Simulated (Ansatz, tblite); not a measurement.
# SnCl3(OSiMe3) (C₃H₉Cl₃OSiSn): rung by rung

Aim: run the singlet of SnCl3(OSiMe3) (C₃H₉Cl₃OSiSn) at one geometry on many levels, and compare frontier levels, spin and run time.

Computed with Ansatz 0.2.0, Gaussian basis. Level: as each input shows.

Plan: GFN1-xTB, GFN2-xTB, PBE-D4/def2-TZVP, r2SCAN-D4/def2-TZVP, HF/def2-TZVP, revPBE-D4/def2-TZVP, PBE-D4/def2-SVP, PBE0-D4/def2-SVP, MP2/def2-SVP.

3 further runs of the same task are left out: 3 set aside as unsound or not needed. Runs told in other sessions of the task aren't counted.

**1. The structure**

The geometry is that of the singlet, from an earlier relaxation (r2SCAN-D4/def2-SVP).

18 atoms, charge 0, spin multiplicity 1.

Bond lengths: Sn1–Cl2 2.328 Å, Sn1–Cl3 2.327 Å, Sn1–Cl4 2.342 Å, Sn1–O5 1.940 Å, O5–Si6 1.701 Å, Si6–C7 1.873 Å, Si6–C8 1.867 Å, Si6–C9 1.872 Å, C7–H10 1.103 Å, C7–H11 1.103 Å, C7–H12 1.102 Å, C8–H13 1.102 Å, C8–H14 1.103 Å, C8–H15 1.102 Å, C9–H16 1.103 Å, C9–H17 1.102 Å, C9–H18 1.103 Å. Angles: Cl2–Sn1–Cl3 109.2°, Cl2–Sn1–Cl4 108.9°, Cl2–Sn1–O5 109.5°, Cl3–Sn1–Cl4 109.0°, Cl3–Sn1–O5 109.1°, Cl4–Sn1–O5 111.0°, Sn1–O5–Si6 132.3°, O5–Si6–C7 108.8°, O5–Si6–C8 104.5°, O5–Si6–C9 108.6°, C7–Si6–C8 111.9°, C7–Si6–C9 110.9°, C8–Si6–C9 111.9°, Si6–C7–H10 111.2°, Si6–C7–H11 111.3°, Si6–C7–H12 111.2°, H10–C7–H11 107.3°, H10–C7–H12 107.6° and more.

Sn takes a core potential in the def2 sets. No spin-orbit coupling is included.

PBE0-D4/def2-TZVP was run before; its log isn't repeated, and its numbers join the tables.

**2. GFN1-xTB**

Tight binding, by tblite at 300 K electronic temperature and without a spin-polarisation term:

```python
tblite.interface.Calculator('GFN1-xTB', numbers, positions, charge=0, uhf=0).singlepoint()
```

Energy -902.4197 eV, HOMO -11.46 eV, LUMO -9.70 eV; 0.014 s.

**3. GFN2-xTB**

Tight binding, by tblite at 300 K electronic temperature and without a spin-polarisation term:

```python
tblite.interface.Calculator('GFN2-xTB', numbers, positions, charge=0, uhf=0).singlepoint()
```

Energy -890.2617 eV, HOMO -11.11 eV, LUMO -9.48 eV; 0.013 s.

**4. PBE-D4/def2-TZVP**

start.molden holds the orbitals of an earlier run on this state, given as this run's starting guess.

in.yaml

```yaml
crystal:
  periodic: [false, false, false]
  atoms:
    - {symbol: Sn, position_ang: [2.192881, 0.957387, 1.422078]}
    - {symbol: Cl, position_ang: [2.150367, 0.647805, 3.729407]}
    - {symbol: Cl, position_ang: [4.390597, 0.820195, 0.670839]}
    - {symbol: Cl, position_ang: [1.347804, 3.084508, 0.926916]}
    - {symbol: O, position_ang: [1.139990, -0.426456, 0.562496]}
    - {symbol: Si, position_ang: [-0.343488, -0.386155, -0.269079]}
    - {symbol: C, position_ang: [-1.625988, 0.433035, 0.823008]}
    - {symbol: C, position_ang: [-0.748632, -2.180311, -0.591679]}
    - {symbol: C, position_ang: [-0.111408, 0.572613, -1.859852]}
    - {symbol: H, position_ang: [-2.619592, 0.427912, 0.344134]}
    - {symbol: H, position_ang: [-1.365278, 1.485080, 1.026260]}
    - {symbol: H, position_ang: [-1.718969, -0.088413, 1.789850]}
    - {symbol: H, position_ang: [-0.846870, -2.738685, 0.352753]}
    - {symbol: H, position_ang: [-1.696437, -2.279309, -1.146563]}
    - {symbol: H, position_ang: [0.044943, -2.660531, -1.186000]}
    - {symbol: H, position_ang: [0.165772, 1.620039, -1.655663]}
    - {symbol: H, position_ang: [0.682090, 0.125523, -2.480675]}
    - {symbol: H, position_ang: [-1.037792, 0.585766, -2.458240]}
basis:
  gaussian: {orbitals: def2-TZVP, initial_orbitals: start.molden}
hamiltonian: {xc: pbe, dispersion: d4}
scf: {omitted_lower_state_checks: [starts]}
output: {orbitals: {seedname: orbitals}}
```

Launch:

```sh
> ansatz run in.yaml --threads 4 --pin off --events-out ev --progress --plain --max-ram 6963MiB
```

The program printed:

```text
Functional definition: PBE
  name "PBE"
  cite "Perdew, Burke & Ernzerhof, Phys. Rev. Lett. 77, 3865 (1996) doi:10.1103/PhysRevLett.77.3865"
  parent pbe
  parameter kappa = 0.804
  parameter beta = 0.06672455060314922
  exchange = pbe_x(kappa = kappa, mu = beta*pi^2/3)
  correlation = pbe_c(beta = beta)
these checks for a lower state are left out or cut short: starts
2495 factors; their error is unknown
mean field evaluation 1: about -56565.8551 eV, gradient 1.8e1 eV
mean field evaluation 2: about -56566.0921 eV, gradient 3.3e-1 eV
mean field evaluation 4: about -56566.0619 eV, gradient 1.3e-3 eV
mean field -56566.06188949 eV, -2078.7644325848 hartree, gradient 2.2e-5 eV, S^2 0.000000; 0 other end points of the search recorded, 0 dependent functions left out
reference -56566.06195251 eV, -2078.7644349010 hartree; 61, 61 occupied and 315, 315 virtual orbitals, 2495 factors
Total energy: -56566.69894271 eV, -2078.7878438588 hartree
Checks for a lower state left out: starts
```

Run time: 7 s. Hardware: 4 threads of Arm Neoverse V2, shared host; peak memory 0.89 GiB.

Report: HOMO -7.08 eV, LUMO -3.91 eV.

**5. r2SCAN-D4/def2-TZVP**

Changes to in.yaml since step 4:

```diff
@@ -23,3 +23,3 @@
   gaussian: {orbitals: def2-TZVP, initial_orbitals: start.molden}
-hamiltonian: {xc: pbe, dispersion: d4}
+hamiltonian: {xc: r2scan, dispersion: d4}
 scf: {omitted_lower_state_checks: [starts]}
```

The command is unchanged.

The program printed:

```text
Functional definition: r2SCAN
  name "r2SCAN"
  cite "Furness, Kaplan, Ning, Perdew & Sun, J. Phys. Chem. Lett. 11, 8208 (2020) doi:10.1021/acs.jpclett.0c02405"
  cite "Furness, Kaplan, Ning, Perdew & Sun, J. Phys. Chem. Lett. 11, 9248 (2020) doi:10.1021/acs.jpclett.0c03077"
  parent r2scan
  parameter k0 = 0.174
  parameter k1 = 0.065
  parameter a1 = 4.9479
  exchange = r2scan_x(k0 = k0, k1 = k1, a1 = a1)
  correlation = r2scan_c
these checks for a lower state are left out or cut short: starts
2495 factors; their error is unknown
mean field evaluation 1: about -56588.6470 eV, gradient 1.2e1 eV
mean field evaluation 2: about -56588.7231 eV, gradient 1.3e-1 eV
mean field evaluation 4: about -56588.6861 eV, gradient 5.2e-4 eV
mean field -56588.68612040 eV, -2079.5958577356 hartree, gradient 2.4e-5 eV, S^2 0.000000; 0 other end points of the search recorded, 0 dependent functions left out
reference -56588.68613778 eV, -2079.5958583744 hartree; 61, 61 occupied and 315, 315 virtual orbitals, 2495 factors
Total energy: -56588.86140596 eV, -2079.6022993610 hartree
Checks for a lower state left out: starts
```

Wall time 15 s (4 threads of Arm Neoverse V2, shared host); peak memory 0.95 GiB.

From the report: HOMO -7.41 eV, LUMO -3.77 eV.

**6. HF/def2-TZVP**

Changes to in.yaml since step 5:

```diff
@@ -23,4 +23,4 @@
   gaussian: {orbitals: def2-TZVP, initial_orbitals: start.molden}
-hamiltonian: {xc: r2scan, dispersion: d4}
+hamiltonian: {xc: hf}
 scf: {omitted_lower_state_checks: [starts]}
-output: {orbitals: {seedname: orbitals}}
+output: {forces: true, orbitals: {seedname: orbitals}}
```

Same command.

The program printed, cut to the lines that bear on the results:

```text
Functional definition: HF
  name "HF"
  cite "Fock, Z. Phys. 61, 126 (1930) doi:10.1007/BF01340294"
  parent pbe
[...]
3079 factors; their error is unknown
[...]
mean field -56460.20611093 eV, -2074.8743044746 hartree, gradient 1.4e-5 eV, S^2 0.000000; 0 other end points of the search recorded, 0 dependent functions left out
[...]
reference -56460.20611093 eV, -2074.8743044746 hartree; 61, 61 occupied and 315, 315 virtual orbitals, 3079 factors
Total energy: -56460.20611093 eV, -2074.8743044746 hartree
Atom 0 at     2.192881     0.957387     1.422078 Å, force    -0.235092    -0.557141    -0.240512 eV/Å
Atom 1 at     2.150367     0.647805     3.729407 Å, force     0.006463     0.100718    -0.709178 eV/Å
Atom 2 at     4.390597     0.820195     0.670839 Å, force    -0.677215     0.046480     0.227597 eV/Å
[...]
Atom 9 at    -2.619592     0.427912     0.344134 Å, force     0.515827    -0.001848     0.238615 eV/Å
Atom 10 at    -1.365278     1.485080     1.026260 Å, force    -0.191805    -0.557816    -0.089871 eV/Å
Atom 11 at    -1.718969    -0.088413     1.789850 Å, force     0.042231     0.266799    -0.494867 eV/Å
Atom 12 at    -0.846870    -2.738685     0.352753 Å, force     0.043383     0.282521    -0.482223 eV/Å
Atom 13 at    -1.696437    -2.279309    -1.146563 Å, force     0.470258     0.006152     0.275775 eV/Å
Atom 14 at     0.044943    -2.660531    -1.186000 Å, force    -0.409770     0.243110     0.298715 eV/Å
Atom 15 at     0.165772     1.620039    -1.655663 Å, force    -0.157625    -0.548203    -0.158918 eV/Å
Atom 16 at     0.682090     0.125523    -2.480675 Å, force    -0.408042     0.228771     0.314551 eV/Å
Atom 17 at    -1.037792     0.585766    -2.458240 Å, force     0.470423    -0.008133     0.309969 eV/Å
Dipole moment:    -0.367916    -0.101259    -0.228002 e Å
Checks for a lower state left out: starts
```

Wall time 22 s (4 threads of Arm Neoverse V2, shared host); peak memory 2.6 GiB.

Report: HOMO -11.79 eV, LUMO 0.79 eV.

**7. revPBE-D4/def2-TZVP**

Changes to in.yaml since step 6:

```diff
@@ -23,4 +23,4 @@
   gaussian: {orbitals: def2-TZVP, initial_orbitals: start.molden}
-hamiltonian: {xc: hf}
+hamiltonian: {xc: {name: revPBE}, dispersion: d4}
 scf: {omitted_lower_state_checks: [starts]}
-output: {forces: true, orbitals: {seedname: orbitals}}
+output: {orbitals: {seedname: orbitals}}
```

The command is unchanged.

The program printed:

```text
Functional definition: revPBE
  name "revPBE"
  cite "Zhang & Yang, Phys. Rev. Lett. 80, 890 (1998) doi:10.1103/PhysRevLett.80.890"
  cite "Perdew, Burke & Ernzerhof, Phys. Rev. Lett. 77, 3865 (1996) doi:10.1103/PhysRevLett.77.3865"
  parameter kappa = 1.245
  parameter beta = 0.06672455060314922
  exchange = pbe_x(kappa = kappa, mu = beta*pi^2/3)
  correlation = pbe_c(beta = beta)
these checks for a lower state are left out or cut short: starts
2495 factors; their error is unknown
mean field evaluation 1: about -56583.0132 eV, gradient 1.6e1 eV
mean field evaluation 2: about -56583.1810 eV, gradient 2.6e-1 eV
mean field evaluation 4: about -56583.1497 eV, gradient 1.0e-3 eV
mean field -56583.14967083 eV, -2079.3923969665 hartree, gradient 1.5e-5 eV, S^2 0.000000; 0 other end points of the search recorded, 0 dependent functions left out
reference -56583.14974988 eV, -2079.3923998715 hartree; 61, 61 occupied and 315, 315 virtual orbitals, 2495 factors
Total energy: -56584.69472715 eV, -2079.4491767393 hartree
Checks for a lower state left out: starts
```

It took 7 s on 4 threads of Arm Neoverse V2, shared host; peak memory 0.89 GiB.

Report: HOMO -7.02 eV, LUMO -3.80 eV.

**8. PBE-D4/def2-SVP**

Changes to in.yaml since step 7:

```diff
@@ -22,4 +22,4 @@
 basis:
-  gaussian: {orbitals: def2-TZVP, initial_orbitals: start.molden}
-hamiltonian: {xc: {name: revPBE}, dispersion: d4}
+  gaussian: {orbitals: def2-SVP, initial_orbitals: start.molden}
+hamiltonian: {xc: pbe, dispersion: d4}
 scf: {omitted_lower_state_checks: [starts]}
```

Launched as before.

The program printed:

```text
Functional definition: PBE
  name "PBE"
  cite "Perdew, Burke & Ernzerhof, Phys. Rev. Lett. 77, 3865 (1996) doi:10.1103/PhysRevLett.77.3865"
  parent pbe
  parameter kappa = 0.804
  parameter beta = 0.06672455060314922
  exchange = pbe_x(kappa = kappa, mu = beta*pi^2/3)
  correlation = pbe_c(beta = beta)
these checks for a lower state are left out or cut short: starts
2211 factors; their error is unknown
mean field evaluation 1: about -56543.1333 eV, gradient 2.4e1 eV
mean field evaluation 2: about -56543.6296 eV, gradient 6.1e-1 eV
mean field evaluation 4: about -56543.5361 eV, gradient 2.0e-1 eV
mean field evaluation 8: about -56543.5362 eV, gradient 2.4e-5 eV
mean field -56543.53618729 eV, -2077.9366282975 hartree, gradient 2.4e-5 eV, S^2 0.000000; 0 other end points of the search recorded, 0 dependent functions left out
reference -56543.53623744 eV, -2077.9366301405 hartree; 61, 61 occupied and 138, 138 virtual orbitals, 2211 factors
Total energy: -56544.17322763 eV, -2077.9600390983 hartree
Checks for a lower state left out: starts
```

Wall time 3.4 s (4 threads of Arm Neoverse V2, shared host).

HOMO -6.94 eV, LUMO -3.76 eV.

**9. PBE0-D4/def2-SVP**

Changes to in.yaml since step 8:

```diff
@@ -23,3 +23,3 @@
   gaussian: {orbitals: def2-SVP, initial_orbitals: start.molden}
-hamiltonian: {xc: pbe, dispersion: d4}
+hamiltonian: {xc: pbe0, dispersion: d4}
 scf: {omitted_lower_state_checks: [starts]}
```

Same command.

The program printed:

```text
Functional definition: PBE0
  name "PBE0"
  cite "Adamo & Barone, J. Chem. Phys. 110, 6158 (1999) doi:10.1063/1.478522"
  cite "Perdew, Burke & Ernzerhof, Phys. Rev. Lett. 77, 3865 (1996) doi:10.1103/PhysRevLett.77.3865"
  parent pbe
  parameter a = 0.25
  parameter kappa = 0.804
  parameter beta = 0.06672455060314922
  exchange = (1 - a)*pbe_x(kappa = kappa, mu = beta*pi^2/3) + a*exact_x
  correlation = pbe_c(beta = beta)
these checks for a lower state are left out or cut short: starts
2022 factors; integrals over basis functions are off by at most 1.2e-3 eV
mean field evaluation 1: about -56547.9527 eV, gradient 2.3e1 eV
mean field evaluation 2: about -56548.2507 eV, gradient 3.7e-1 eV
mean field evaluation 4: about -56548.4999 eV, gradient 2.3e-3 eV
mean field -56548.49991223 eV, -2078.1190418246 hartree, gradient 3.4e-5 eV, S^2 0.000000; 0 other end points of the search recorded, 0 dependent functions left out
reference -56548.49995072 eV, -2078.1190432390 hartree; 61, 61 occupied and 138, 138 virtual orbitals, 2022 factors
Total energy: -56549.06121357 eV, -2078.1396692684 hartree
Checks for a lower state left out: starts
```

Wall time 5.5 s (4 threads of Arm Neoverse V2, shared host).

Report: HOMO -8.40 eV, LUMO -2.95 eV.

**10. MP2/def2-SVP**

Changes to in.yaml since step 9:

```diff
@@ -23,3 +23,3 @@
   gaussian: {orbitals: def2-SVP, initial_orbitals: start.molden}
-hamiltonian: {xc: pbe0, dispersion: d4}
+correlation: {method: mp2}
 scf: {omitted_lower_state_checks: [starts]}
```

Launched as before.

The program printed:

```text
Functional definition: HF
  name "HF"
  cite "Fock, Z. Phys. 61, 126 (1930) doi:10.1007/BF01340294"
  parent pbe
  exchange = exact_x
  correlation = 0
these checks for a lower state are left out or cut short: starts
2022 factors; integrals over basis functions are off by at most 1.2e-3 eV
mean field evaluation 1: about -56436.4315 eV, gradient 3.6e1 eV
mean field evaluation 2: about -56437.9389 eV, gradient 1.5e0 eV
mean field evaluation 4: about -56437.9795 eV, gradient 1.6e-1 eV
mean field evaluation 8: about -56437.9796 eV, gradient 6.4e-6 eV
mean field -56437.97955788 eV, -2074.0574937154 hartree, gradient 6.4e-6 eV, S^2 0.000000; 0 other end points of the search recorded, 0 dependent functions left out
28 core orbitals not correlated: weight in the atoms' cores, before any rotation towards them, 1.000 or more for the frozen orbitals, at most 0.000 for the correlated occupied ones
reference -56437.97955788 eV, -2074.0574937154 hartree; 33, 33 occupied and 138, 138 virtual orbitals, 2022 factors
second order -33.04575913 eV of doubles, -0.00000000 eV of singles
Total energy: -56471.02531701 eV, -2075.2719029643 hartree
Checks for a lower state left out: starts
```

Run time: 4.9 s. Hardware: 4 threads of Arm Neoverse V2, shared host.

Report: Hartree-Fock HOMO -11.80 eV, LUMO 0.91 eV.

**11. Levels side by side**

```
              level  functions  HOMO (eV)  LUMO (eV)  gap (eV)   time
       HF/def2-TZVP        376     -11.79       0.79     12.58   22 s
    PBE-D4/def2-SVP        199      -6.94      -3.76      3.18  3.4 s
   PBE-D4/def2-TZVP        376      -7.08      -3.91      3.16    7 s
revPBE-D4/def2-TZVP        376      -7.02      -3.80      3.22    7 s
r2SCAN-D4/def2-TZVP        376      -7.41      -3.77      3.63   15 s
   PBE0-D4/def2-SVP        199      -8.40      -2.95      5.45  5.5 s
  PBE0-D4/def2-TZVP        376      -8.46      -3.05      5.42   17 s
```

Energy pieces by basis (eV):

```
   basis           HF  MP2 correlation              total
def2-SVP  -56437.9796         -33.0458  -56471.0253 (MP2)
```

**12. Binding energy**

Free atoms were run apart at each level; binding is atoms less cluster, divided by the number of atoms, without zero-point or spin-orbit terms.

```
              level  binding an atom (eV)
        HF/def2-SVP                 2.813
       HF/def2-TZVP                 2.815
    PBE-D4/def2-SVP                 3.847
   PBE-D4/def2-TZVP                 3.849
revPBE-D4/def2-TZVP                 3.760
r2SCAN-D4/def2-TZVP                 3.814
   PBE0-D4/def2-SVP                 3.792
  PBE0-D4/def2-TZVP                 3.798
       MP2/def2-SVP                 3.624
```

**13. Summary of results**

```
                                                                  quantity                                 value
gap in def2-TZVP, named functionals and Hartree-Fock, smallest and largest       3.16 eV (PBE-D4), 12.58 eV (HF)
                                          correlation energy, MP2/def2-SVP                             -33.05 eV
                                 binding an atom, functionals in def2-TZVP  3.76 (revPBE-D4) to 3.85 eV (PBE-D4)
                           PBE0 total energy, smallest basis above largest        22.22 eV (def2-SVP, def2-TZVP)
```

Orbital gaps of the named functionals and Hartree-Fock in def2-TZVP span 3.16 eV (PBE-D4) to 12.58 eV (HF); exact exchange widens it.

The slowest run with a step of its own, HF/def2-TZVP, took 22 s; the quickest functional in def2-TZVP took 7 s (shared host).
